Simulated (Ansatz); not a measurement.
# BBrFH₃OSi: a ladder of functionals and wavefunction methods

Aim: compute BBrFH₃OSi with functionals from several rungs and with coupled cluster. The yardstick is the atomisation energy at the CCSD(T) limit.

The runs use Ansatz 0.2.0, Gaussian basis; functionals in def2-TZVPP, the program's frozen cores in correlated methods.

The runs, in order: PBE-D4, r2SCAN-D4, PBE0-D4, B3LYP-D4, ωB97X-V, ωB97M-V, B2PLYP; CCSD(T)/def2-TZVPP; MP2/def2-QZVPP; extrapolation to the limit.

## (1) Structure used throughout

All runs share one geometry, relaxed beforehand with PBE0-D4 in a triple-zeta def2 set.

SMILES `O[SiH2]B(F)Br`, 8 atoms, charge 0, spin multiplicity 1.

Atoms are counted from 1 here; the program's logs count them from 0.

Bond lengths: O1–Si2 1.646 Å, O1–H6 0.960 Å, Si2–B3 2.031 Å, Si2–H7 1.491 Å, Si2–H8 1.485 Å, B3–F4 1.312 Å, B3–Br5 1.933 Å. Angles: Si2–O1–H6 116.4°, O1–Si2–B3 110.1°, O1–Si2–H7 111.8°, O1–Si2–H8 108.2°, B3–Si2–H7 107.6°, B3–Si2–H8 110.9°, H7–Si2–H8 108.3°, Si2–B3–F4 124.5°, Si2–B3–Br5 118.8°, F4–B3–Br5 116.7°.

## (2) PBE-D4 (GGA)

File in.yaml:

```yaml
crystal:
  periodic: [false, false, false]
  atoms:
    - {symbol: O, position_ang: [0.059207, 0.300546, 1.758049]}
    - {symbol: Si, position_ang: [0.621177, -0.458406, 0.409756]}
    - {symbol: B, position_ang: [-0.513154, 0.046041, -1.197484]}
    - {symbol: F, position_ang: [-0.434663, -0.531615, -2.372367]}
    - {symbol: Br, position_ang: [-1.779403, 1.496877, -1.024940]}
    - {symbol: H, position_ang: [-0.468358, 1.089285, 1.614937]}
    - {symbol: H, position_ang: [2.029913, -0.076934, 0.105793]}
    - {symbol: H, position_ang: [0.577481, -1.922793, 0.650358]}
basis:
  gaussian: {orbitals: def2-TZVPP}
hamiltonian: {xc: pbe, dispersion: d4}
output: {forces: true, orbitals: {seedname: orbitals}}
```

Run with:

```sh
$ ansatz run in.yaml --threads 4 --pin off --events-out ev --progress --plain --max-ram 10444MiB
```

The runs that follow: r2SCAN-D4 (meta-GGA); PBE0-D4 (hybrid); B3LYP-D4 (hybrid); ωB97X-V (range-separated); ωB97M-V (range-separated); B2PLYP (double hybrid); CCSD(T) in def2-TZVPP; MP2 in def2-QZVPP.

**Question.** What will the summary of the whole plan be? Wanted: atomisation energy, CCSD(T)/CBS; farthest; mean size of error, hybrid; mean size of error, range-separated; gap, smallest and largest; T1 diagnostic; triples share of the correlation energy.

As calculated:

```
                               quantity                                           value
        atomisation energy, CCSD(T)/CBS                                       29.933 eV
    functionals within 0.299 eV (1.0 %)  r2SCAN-D4, PBE0-D4, B3LYP-D4, ωB97X-V, ωB97M-V
                               farthest                              B2PLYP (-0.448 eV)
             mean size of error, hybrid                                        0.241 eV
    mean size of error, range-separated                                        0.039 eV
              gap, smallest and largest            4.21 eV (PBE-D4), 10.98 eV (ωB97X-V)
                          T1 diagnostic                                          0.0118
triples share of the correlation energy                                           3.4 %
```

In words: PBE-D4 is off by +0.415 eV. Double hybrids carry the basis error of their MP2 part in triple zeta, and no dispersion term here, so their miss is partly the set-up's. The reference freezes the cores and leaves out relativity and excitations past (T), and its outer-core shells are covered unevenly, so misses under about 0.299 eV can't be ranked. All levels share the lack of spin-orbit coupling, which lowers the free heavy atoms and so the true binding. Hartree-Fock recovers 73 % of the binding; the rest is correlation. Orbital gaps span 4.2 to 11.0 eV; exact exchange widens them. Correlated methods include outer-core shells of Br, which these sets cover unevenly.
